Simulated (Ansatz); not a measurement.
This script drives Ansatz 0.2.0 through its Python package.

Script `md_geh6si.py`:
```python
"""Molecular dynamics of one GeH6Si molecule."""

import logging
import sys
import warnings

import ansatz
import numpy as np

logging.basicConfig(stream=sys.stdout, format="%(name)s: %(message)s")
logger = logging.getLogger("calc")
logger.setLevel(logging.INFO)

GEOMETRY = """
Si   -0.47500    0.33920   -0.96240
Ge    0.49580   -0.39280    0.95010
H    -1.90840    0.86440   -0.66460
H    -0.53620   -0.69740   -1.95840
H     0.26910    1.48140   -1.55530
H     0.59080    0.77740    1.98310
H     1.95160   -0.89230    0.61370
H    -0.29550   -1.53700    1.53800
"""


def main() -> None:
    warnings.simplefilter("ignore", ansatz.DeckWarning)

    molecule = ansatz.Crystal.molecule()
    for line in GEOMETRY.strip().splitlines():
        symbol, *xyz = line.split()
        molecule = molecule.atom(symbol, [float(v) for v in xyz])

    job = molecule.calculation().basis(gaussian="def2-SVP").functional("HF")
    symbols = [site.symbol for site in molecule.cartesian_sites]
    start = np.array([site.position_ang for site in molecule.cartesian_sites], dtype=float)
    summary = job.relax(force_tolerance=0.02, max_steps=100).run().report
    end = np.array(summary["positions_ang"])
    minimum = ansatz.Crystal.molecule()
    for symbol, place in zip(symbols, end):
        minimum = minimum.atom(symbol, place.tolist())

    # dynamics from the relaxed geometry
    job = minimum.calculation()
    job = job.basis(gaussian="def2-SVP").functional("HF")
    job = job.md("nve", timestep=0.25, steps=20, temperature=800, initial_velocities="maxwell_boltzmann", seed=73)
    frames = []
    result = job.session().plan().execute(on_event=lambda e: frames.append(e["data"]) if e["event"] == "md_step" else None)
    logger.info("t (fs)   E_pot (eV)      E_kin (eV)   T (K)   d(0-1) (A)")
    for f in frames[::1]:
        xyz = np.array(f["positions_ang"])
        logger.info(f"{f['time_fs']:6.2f} {f['lagrangian_ev']:14.5f} {f['e_kin_ev']:10.5f} {f['temperature_k']:8.1f} {np.linalg.norm(xyz[0] - xyz[1]):9.4f}")
    kept = np.array([f["conserved_ev"] for f in frames])
    logger.info(f"conserved energy moves by at most {1000 * np.ptp(kept):.3f} meV")


if __name__ == "__main__":
    main()
```

It is started by `python md_geh6si.py`. How long does it take on 1 thread of Arm Neoverse N1 (shared host), and how much memory does it need?

It took about 54 s, with a peak of 0.23 GiB, for 2 runs of the engine.

Running `python md_geh6si.py` prints:
```text
calc: t (fs)   E_pot (eV)      E_kin (eV)   T (K)   d(0-1) (A)
calc:   0.00   -64420.89427    0.62045    800.0    2.4128
calc:   0.25   -64420.89051    0.61667    795.1    2.4133
calc:   0.50   -64420.87899    0.60516    780.3    2.4138
calc:   0.75   -64420.85993    0.58613    755.7    2.4143
calc:   1.00   -64420.83390    0.56016    722.3    2.4148
calc:   1.25   -64420.80190    0.52823    681.1    2.4152
calc:   1.50   -64420.76527    0.49171    634.0    2.4157
calc:   1.75   -64420.72571    0.45226    583.1    2.4161
calc:   2.00   -64420.68514    0.41183    531.0    2.4165
calc:   2.25   -64420.64562    0.37243    480.2    2.4169
calc:   2.50   -64420.60916    0.33609    433.3    2.4173
calc:   2.75   -64420.57760    0.30462    392.8    2.4177
calc:   3.00   -64420.55243    0.27951    360.4    2.4180
calc:   3.25   -64420.53467    0.26178    337.5    2.4183
calc:   3.50   -64420.52479    0.25189    324.8    2.4186
calc:   3.75   -64420.52266    0.24972    322.0    2.4189
calc:   4.00   -64420.52759    0.25458    328.2    2.4191
calc:   4.25   -64420.53842    0.26531    342.1    2.4193
calc:   4.50   -64420.55360    0.28038    361.5    2.4195
calc:   4.75   -64420.57140    0.29807    384.3    2.4197
calc:   5.00   -64420.59000    0.31656    408.2    2.4199
calc: conserved energy moves by at most 0.949 meV
```

Reading the output:
- Total energies depend on the basis set; only differences at equal settings carry meaning.
- The trajectory is only some femtoseconds long, so its temperature is not equilibrated; where the script doesn't relax first, it starts from a rough generated geometry.
- The temperature counts the internal degrees of freedom alone.
